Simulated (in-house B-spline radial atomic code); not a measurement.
# Ir⁹⁺: binding energies from hole states

How tightly is each shell of Ir⁹⁺ bound, and how much do the other electrons relax when one leaves?

Program: in-house B-spline radial atomic code version 1. Level of theory: Dirac-Hartree-Fock, average of configuration, Fermi nucleus, basis-set limit. These are calculated values, not measurements, unless marked.

## 1. What is computed

- element: iridium (Z = 77)
- charge: +9
- electrons: 68
- configuration: [Xe] 4f14
- Hamiltonian: Dirac-Coulomb
- nucleus: Fermi, rms radius 5.403 fm

Outer shells as boxes (Hund's rule):

[Xe] 4f14
```
[Xe] core
4f [↑↓][↑↓][↑↓][↑↓][↑↓][↑↓][↑↓]
```

Input settings:

```ini
Z = 77
electrons = 68.0
configuration = [Xe] 4f14
hamiltonian = dirac
method = hf
spin_polarised = False
nucleus = fermi
rms_radius = 5.4032
mass_number = 193
atomic_mass = 192.962923753
speed_of_light = 137.035999084
```

This reference run was done before. Its total energy is -17827.176964 hartree, and its levels are (the highest eight at most):

```tsv
orbital	occupation	energy (eV)	<r> (bohr)
4p3/2	4	-666.77	0.4588
4d3/2	4	-480.43	0.4712
4d5/2	6	-464.09	0.4821
5s1/2	2	-250.51	0.9540
4f5/2	6	-225.72	0.5188
4f7/2	8	-222.42	0.5256
5p1/2	2	-208.99	1.013
5p3/2	4	-192.71	1.083
```

## 2. The 4f5/2 hole

In configurations, a minus sign after the shell means j = l − 1/2 and a plus sign j = l + 1/2; the count of electrons follows.

Input settings:

```ini
Z = 77
electrons = 67.0
configuration = 1s2 2s2 2p6 3s2 3p6 3d10 4s2 4p6 4d10 4f-5 4f+8 5s2 5p6
hamiltonian = dirac
method = hf
spin_polarised = False
nucleus = fermi
rms_radius = 5.4032
mass_number = 193
atomic_mass = 192.962923753
speed_of_light = 137.035999084
```

## 3. The 4f7/2 hole

Changes to the settings of step 2:

```diff
@@ -2,3 +2,3 @@
 electrons = 67.0
-configuration = 1s2 2s2 2p6 3s2 3p6 3d10 4s2 4p6 4d10 4f-5 4f+8 5s2 5p6
+configuration = 1s2 2s2 2p6 3s2 3p6 3d10 4s2 4p6 4d10 4f-6 4f+7 5s2 5p6
 hamiltonian = dirac
```

## 4. The 5s hole

Changes to the settings of step 3:

```diff
@@ -2,3 +2,3 @@
 electrons = 67.0
-configuration = 1s2 2s2 2p6 3s2 3p6 3d10 4s2 4p6 4d10 4f-6 4f+7 5s2 5p6
+configuration = 1s2 2s2 2p6 3s2 3p6 3d10 4s2 4p6 4d10 4f14 5s1 5p6
 hamiltonian = dirac
```

## 5. The 5p1/2 hole

Changes to the settings of step 4:

```diff
@@ -2,3 +2,3 @@
 electrons = 67.0
-configuration = 1s2 2s2 2p6 3s2 3p6 3d10 4s2 4p6 4d10 4f14 5s1 5p6
+configuration = 1s2 2s2 2p6 3s2 3p6 3d10 4s2 4p6 4d10 4f14 5s2 5p-1 5p+4
 hamiltonian = dirac
```

## 6. The 5p3/2 hole

Changes to the settings of step 5:

```diff
@@ -2,3 +2,3 @@
 electrons = 67.0
-configuration = 1s2 2s2 2p6 3s2 3p6 3d10 4s2 4p6 4d10 4f14 5s2 5p-1 5p+4
+configuration = 1s2 2s2 2p6 3s2 3p6 3d10 4s2 4p6 4d10 4f14 5s2 5p-2 5p+3
 hamiltonian = dirac
```

Before running: What does each hole state cost in eV, and how does that compare with the orbital energies or single holes?

The runs gave:

| hole | ΔSCF (eV) | with Breit, QED, recoil (eV) | −ε of the parent (eV) | −ε less ΔSCF (eV) |
| --- | --- | --- | --- | --- |
| 4f5/2 | 219.32 | 219.48 | 225.72 | 6.40 |
| 4f7/2 | 216.21 | 216.47 | 222.42 | 6.21 |
| 5s | 249.62 | 249.17 | 250.51 | 0.89 |
| 5p1/2 | 208.15 | 207.82 | 208.99 | 0.83 |
| 5p3/2 | 192.04 | 191.88 | 192.71 | 0.67 |

**Reading.** Every ΔSCF value lies below −ε, since the other electrons relax into the hole: by 0.9 eV for 5s and 0.67 eV for 5p3/2. The spin-orbit splitting of the 4f hole is 3.01 eV with those corrections. Values are for the free ion, measured from the vacuum level.
